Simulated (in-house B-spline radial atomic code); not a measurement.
# Sr⁵⁺: a fraction of an electron removed from 3p

Aim: the energy of Sr⁵⁺ as a fraction of an electron is removed from 3p, to see how far it bends away from a straight line.

Program: in-house B-spline radial atomic code version 1. Level of theory: non-relativistic CAM-B3LYP, spin-polarised, spherical fractional occupations, point nucleus, basis-set limit. These are calculated values, not measurements, unless marked.

**1. The system**

```
element       : strontium (Z = 38)
charge        : +5
electrons     : 33
configuration : [Ar] 3d10 4s2 4p3
Hamiltonian   : non-relativistic
nucleus       : point
```

Outer shells as boxes (Hund's rule):

[Ar] 3d10 4s2 4p3
```
[Ar] core
3d [↑↓][↑↓][↑↓][↑↓][↑↓]
4s [↑↓]
4p [↑ ][↑ ][↑ ]
```

Where spins are not typed, each open shell is filled with up spins first.

**2. The start, at fraction 0**

Settings of the run:

```ini
Z = 38
electrons = 33.0
configuration = [Ar] 3d10 4s2 4p3
hamiltonian = nr
method = camb3lyp
spin_polarised = True
```

**3. 0.18 electron removed from 3p**

Settings of the run:

```ini
Z = 38
electrons = 32.82
configuration = [Ne] 3s2 3p5.82 3d10 4s2 4p3
hamiltonian = nr
method = camb3lyp
spin_polarised = True
```

**4. 0.28 electron removed from 3p**

Settings of the run:

```ini
Z = 38
electrons = 32.72
configuration = [Ne] 3s2 3p5.72 3d10 4s2 4p3
hamiltonian = nr
method = camb3lyp
spin_polarised = True
```

**5. 0.41 electron removed from 3p**

Settings of the run:

```ini
Z = 38
electrons = 32.59
configuration = [Ne] 3s2 3p5.59 3d10 4s2 4p3
hamiltonian = nr
method = camb3lyp
spin_polarised = True
```

**6. 0.5 electron removed from 3p**

Settings of the run:

```ini
Z = 38
electrons = 32.5
configuration = [Ne] 3s2 3p5.5 3d10 4s2 4p3
hamiltonian = nr
method = camb3lyp
spin_polarised = True
```

**7. 0.59 electron removed from 3p**

Settings of the run:

```ini
Z = 38
electrons = 32.41
configuration = [Ne] 3s2 3p5.41 3d10 4s2 4p3
hamiltonian = nr
method = camb3lyp
spin_polarised = True
```

**8. 0.73 electron removed from 3p**

Settings of the run:

```ini
Z = 38
electrons = 32.269999999999996
configuration = [Ne] 3s2 3p5.27 3d10 4s2 4p3
hamiltonian = nr
method = camb3lyp
spin_polarised = True
```

**9. 0.84 electron removed from 3p**

Settings of the run:

```ini
Z = 38
electrons = 32.16
configuration = [Ne] 3s2 3p5.16 3d10 4s2 4p3
hamiltonian = nr
method = camb3lyp
spin_polarised = True
```

**10. 0.91 electron removed from 3p**

Settings of the run:

```ini
Z = 38
electrons = 32.09
configuration = [Ne] 3s2 3p5.09 3d10 4s2 4p3
hamiltonian = nr
method = camb3lyp
spin_polarised = True
```

**11. 1 electron removed from 3p**

Settings of the run:

```ini
Z = 38
electrons = 32.0
configuration = [Ne] 3s2 3p5 3d10 4s2 4p3
hamiltonian = nr
method = camb3lyp
spin_polarised = True
```

How does the energy change with the fraction, and which way and how far does it bend from the straight line between the ends?

**Answer**, as computed:

| fraction | energy change (eV) | less the straight line (eV) | level 3p down (eV) | sum of <r²> (bohr²) |
| --- | --- | --- | --- | --- |
| 0 | 0.0000 | 0.0000 | -328.16 | 16.013 |
| 0.18 | 59.5477 | -2.2098 | -333.49 | 15.714 |
| 0.28 | 93.0448 | -3.0224 | -336.46 | 15.553 |
| 0.41 | 137.0370 | -3.6329 | -340.35 | 15.348 |
| 0.5 | 167.7896 | -3.7590 | -343.05 | 15.208 |
| 0.59 | 198.7858 | -3.6416 | -345.76 | 15.071 |
| 0.73 | 247.4883 | -2.9726 | -350.00 | 14.862 |
| 0.84 | 286.1718 | -2.0299 | -353.34 | 14.702 |
| 0.91 | 310.9804 | -1.2381 | -355.48 | 14.601 |
| 1 | 343.0972 | 0.0000 | -358.23 | 14.473 |

From fraction 0 to 1 the energy changes by 343.097 eV. It sags under the straight line by up to 3.76 eV (at 0.5). Slater's transition state, the slope from the orbital energy at fraction 0.5 (Janak's theorem), gives 343.047 eV for the whole step. Here exact exchange is taken at spherical fractional occupations, which leaves self-interaction in open p, d and f shells; that spoils the energies somewhat, at whole numbers too.
